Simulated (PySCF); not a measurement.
# One shape, several levels: C8H20O4W (SMILES CC[O][W]([O]CC)([O]CC)[O]CC)

Aim: a comparison of 4 runs (UHF/SBKJC, UMP2/ma-def2-SVP) of C8H20O4W. The job is set up through a Python script.

Program for the calculation: PySCF 2.14.0.

1 further run of the same task is left out (for a known fault of the program).

**1. Starting point**

The species is C8H20O4W (33 atoms), meant as a triplet with charge 0. SMILES: `CC[O][W]([O]CC)([O]CC)[O]CC`. Geometry: a GFN2-xTB relaxation, a rough one for these elements and not checked as a minimum. This is one conformer, not always the lowest.

Some bond lengths: W1–O2 1.788 Å, O2–C3 1.384 Å, C3–C4 1.531 Å, W1–O10 2.042 Å, O10–C11 1.384 Å, C11–C12 1.542 Å, W1–O18 1.779 Å, O18–C19 1.380 Å, C19–C20 1.532 Å, W1–O26 2.000 Å, O26–C27 1.386 Å, C27–C28 1.533 Å, C3–H5 1.105 Å, C3–H6 1.104 Å, C4–H7 1.087 Å, C4–H8 1.094 Å. Some angles: W1–O2–C3 150.5°, O2–W1–O10 89.3°, O2–W1–O18 178.0°, O2–W1–O26 89.0°, O10–W1–O18 90.4°, O10–W1–O26 174.5°, O18–W1–O26 91.5°, O2–C3–C4 108.3°, W1–O10–C11 118.4°, O10–C11–C12 113.0°.

**2. The energy at UHF/SBKJC (core potential) (run 1)**

The input, mol.xyz:

```xyz
33
C8H20O4W
W     -0.009780    -0.118030    -0.143890
O     -1.019440     1.357310    -0.119220
C     -1.252740     2.650280     0.314930
C     -0.683910     2.791800     1.729200
H     -2.335940     2.867570     0.304440
H     -0.748170     3.359100    -0.364600
H     -0.756460     3.816530     2.085140
H      0.364000     2.480540     1.698160
H     -1.231090     2.132270     2.404560
O      1.643530     1.037730     0.170060
C      2.542840     1.197860    -0.870060
C      1.920470     0.920820    -2.253920
H      3.410750     0.523470    -0.729180
H      2.927580     2.235180    -0.857940
H      2.631970     1.146670    -3.048570
H      1.034890     1.559200    -2.381630
H      1.628360    -0.142240    -2.330240
O      0.995210    -1.585760    -0.105940
C      1.958930    -2.476330     0.321190
C      2.355760    -2.098990     1.751660
H      2.838260    -2.418540    -0.344390
H      1.562340    -3.506570     0.286710
H      3.159730    -2.730650     2.121020
H      1.482680    -2.201720     2.399320
H      2.673320    -1.053940     1.756430
O     -1.633390    -1.180110    -0.630300
C     -2.897340    -1.057420    -0.074090
C     -3.933090    -1.876600    -0.853530
H     -3.208020     0.008880    -0.075190
H     -2.885980    -1.407900     0.978070
H     -4.917920    -1.770110    -0.405310
H     -3.647930    -2.925440    -0.848110
H     -3.969440    -1.534850    -1.884780
```

The input, input.py:

```python
# CC[O][W]([O]CC)([O]CC)[O]CC
from pyscf import gto, scf

mol = gto.M(
    atom='mol.xyz',
    spin=2,
    ecp={'W': 'sbkjc', 'O': 'sbkjc', 'C': 'sbkjc'},
    max_memory=9920,
    symmetry=True,
    basis='sbkjc',
    verbose=4,
)

calc0 = scf.UHF(mol)
calc0.max_cycle = 100
calc0.kernel()
if not calc0.converged:
    calc0 = calc0.newton().run(calc0.mo_coeff, calc0.mo_occ)

e_tot = calc0.e_tot
print('E(%s) = %.9f' % ('HF', e_tot))
```

Command:

```sh
$ OMP_NUM_THREADS=8 python input.py
```

The log of the run:

```text
PySCF version 2.14.0

[... 74 lines left out ...]
WARN: HOMO 0.117296014874535 >= LUMO 0.110158187328175
[... 5 lines left out ...]
WARN: HOMO -0.599803264365705 >= LUMO -0.611367151304766
[... 5 lines left out ...]
WARN: HOMO -0.123246063701379 >= LUMO -0.138713060376501
[... 78 lines left out ...]
converged SCF energy = -185.189888898284  <S^2> = 2.0234288  2S+1 = 3.0155788
E(HF) = -185.189888898
```

Run time: 5.4 s. Hardware: 8 threads of Intel Xeon Platinum 8375C at 2.90GHz (Ice Lake), shared host; peak memory 0.87 GiB.

**3. A single-point energy at UHF/SBKJC (density fitting with def2-universal-jkfit, core potential) (run 2)**

The input, input.xyz:

```xyz
33

W     -0.009780    -0.118030    -0.143890
O     -1.019440     1.357310    -0.119220
C     -1.252740     2.650280     0.314930
C     -0.683910     2.791800     1.729200
H     -2.335940     2.867570     0.304440
H     -0.748170     3.359100    -0.364600
H     -0.756460     3.816530     2.085140
H      0.364000     2.480540     1.698160
H     -1.231090     2.132270     2.404560
O      1.643530     1.037730     0.170060
C      2.542840     1.197860    -0.870060
C      1.920470     0.920820    -2.253920
H      3.410750     0.523470    -0.729180
H      2.927580     2.235180    -0.857940
H      2.631970     1.146670    -3.048570
H      1.034890     1.559200    -2.381630
H      1.628360    -0.142240    -2.330240
O      0.995210    -1.585760    -0.105940
C      1.958930    -2.476330     0.321190
C      2.355760    -2.098990     1.751660
H      2.838260    -2.418540    -0.344390
H      1.562340    -3.506570     0.286710
H      3.159730    -2.730650     2.121020
H      1.482680    -2.201720     2.399320
H      2.673320    -1.053940     1.756430
O     -1.633390    -1.180110    -0.630300
C     -2.897340    -1.057420    -0.074090
C     -3.933090    -1.876600    -0.853530
H     -3.208020     0.008880    -0.075190
H     -2.885980    -1.407900     0.978070
H     -4.917920    -1.770110    -0.405310
H     -3.647930    -2.925440    -0.848110
H     -3.969440    -1.534850    -1.884780
```

The input, run.py:

```python
from pyscf import gto, scf

mol = gto.Mole()
mol.atom = 'input.xyz'
mol.spin = 2
mol.charge = 0
mol.symmetry = True
mol.basis = 'sbkjc'
mol.max_memory = 9920
mol.verbose = 4
mol.ecp = {'W': 'sbkjc', 'O': 'sbkjc', 'C': 'sbkjc'}
mol.build()

hf = mol.UHF()
hf = hf.density_fit(auxbasis='def2-universal-jkfit')
hf.diis_space = 2
hf.DIIS = scf.ADIIS
hf.max_cycle = 100
hf.kernel()

etot = hf.e_tot
print('E(%s) = %.9f' % ('HF', etot))
```

Command:

```sh
$ OMP_NUM_THREADS=8 python run.py
```

The log of the run:

```text
PySCF version 2.14.0

[... 75 lines left out ...]
WARN: HOMO 0.117300822090967 >= LUMO 0.110163618522963
[... 5 lines left out ...]
WARN: HOMO -0.59978049832286 >= LUMO -0.6113429504118
[... 5 lines left out ...]
WARN: HOMO -0.400617153544782 >= LUMO -0.410589979994333
[... 150 lines left out ...]
converged SCF energy = -185.189531625729  <S^2> = 2.0234234  2S+1 = 3.0155752
E(HF) = -185.189531626
```

Run time: 7.5 s. Hardware: 8 threads of Intel Xeon Platinum 8375C at 2.90GHz (Ice Lake), shared host; peak memory 0.52 GiB.

Run 3 isn't shown in full; the table further down has it.

**4. The energy at UMP2/ma-def2-SVP (density fitting, core potential) (run 4)**

The input, calc.py:

```python
from pyscf import gto, scf, mp

mol = gto.M(
    atom='''
W     -0.009780    -0.118030    -0.143890
O     -1.019440     1.357310    -0.119220
C     -1.252740     2.650280     0.314930
C     -0.683910     2.791800     1.729200
H     -2.335940     2.867570     0.304440
H     -0.748170     3.359100    -0.364600
H     -0.756460     3.816530     2.085140
H      0.364000     2.480540     1.698160
H     -1.231090     2.132270     2.404560
O      1.643530     1.037730     0.170060
C      2.542840     1.197860    -0.870060
C      1.920470     0.920820    -2.253920
H      3.410750     0.523470    -0.729180
H      2.927580     2.235180    -0.857940
H      2.631970     1.146670    -3.048570
H      1.034890     1.559200    -2.381630
H      1.628360    -0.142240    -2.330240
O      0.995210    -1.585760    -0.105940
C      1.958930    -2.476330     0.321190
C      2.355760    -2.098990     1.751660
H      2.838260    -2.418540    -0.344390
H      1.562340    -3.506570     0.286710
H      3.159730    -2.730650     2.121020
H      1.482680    -2.201720     2.399320
H      2.673320    -1.053940     1.756430
O     -1.633390    -1.180110    -0.630300
C     -2.897340    -1.057420    -0.074090
C     -3.933090    -1.876600    -0.853530
H     -3.208020     0.008880    -0.075190
H     -2.885980    -1.407900     0.978070
H     -4.917920    -1.770110    -0.405310
H     -3.647930    -2.925440    -0.848110
H     -3.969440    -1.534850    -1.884780
''',
    ecp={'W': 'def2-svp'},
    charge=0,
    basis='ma-def2-svp',
    verbose=3,
    spin=2,
    max_memory=9920,
)

mf = scf.UHF(mol)
mf = mf.density_fit()
mf.max_cycle = 100
mf.kernel()
if not mf.converged:
    mf = mf.newton().run(mf.mo_coeff, mf.mo_occ)

pt = mp.MP2(mf, frozen=12).run()
energy = pt.e_tot
print(f'total energy: {energy:.8f} hartree')
```

Command:

```sh
$ OMP_NUM_THREADS=8 python calc.py
```

The log of the run:

```text
WARN: Even tempered Gaussians are generated as DF auxbasis for  H W O C

WARN: HOMO -0.30566342288836 >= LUMO -0.315499886454166

converged SCF energy = -679.943590265713  <S^2> = 2.0199174  2S+1 = 3.013249
E(DFUMP2) = -681.948745766219  E_corr = -2.00515550050634
E(SCS-DFUMP2) = -681.890502813229  E_corr = -1.94691254751633
total energy: -681.94874577 hartree
```

Run time: 15 s. Hardware: 8 threads of Intel Xeon Platinum 8375C at 2.90GHz (Ice Lake), shared host; peak memory 3.5 GiB.

**5. The series**

```tsv
run	level	integral approximation	solver	energy (Eh)	dipole moment (D) of the reference	HOMO energy (eV)	LUMO energy (eV)	wall time
1	UHF/SBKJC (core potential)	none	DIIS+newton	-185.189889	1.84	-9.61	1.39	5.4 s
2	UHF/SBKJC (density fitting with def2-universal-jkfit, core potential)	def2-universal-jkfit	ADIIS	-185.189532	1.84	-9.60	1.39	7.5 s
3	UHF/SBKJC (density fitting, core potential)	etb	DIIS+newton	-185.191420	1.84	-9.59	1.41	4.2 s
4	UMP2/ma-def2-SVP (density fitting, core potential)	auto	DIIS+newton	-681.948746	1.64	-9.72	0.81	15 s
```

**6. Outcome**

| quantity | value |
| --- | --- |
| run 4: total energy | -681.94875 Eh |
| run 4: dipole moment (Hartree–Fock density) | 1.64 D |
| run 4: HOMO energy (Hartree–Fock orbitals) (highest over α and β) | -9.72 eV |
| run 4: LUMO energy (Hartree–Fock orbitals) (lowest over α and β) | 0.81 eV |
| run 4: correlation energy (12 core orbitals frozen) | -2005.2 mEh |
| run 4: ⟨S²⟩ of the reference determinant | 2.020 |

All runs together took 32 s, the longest 15 s.
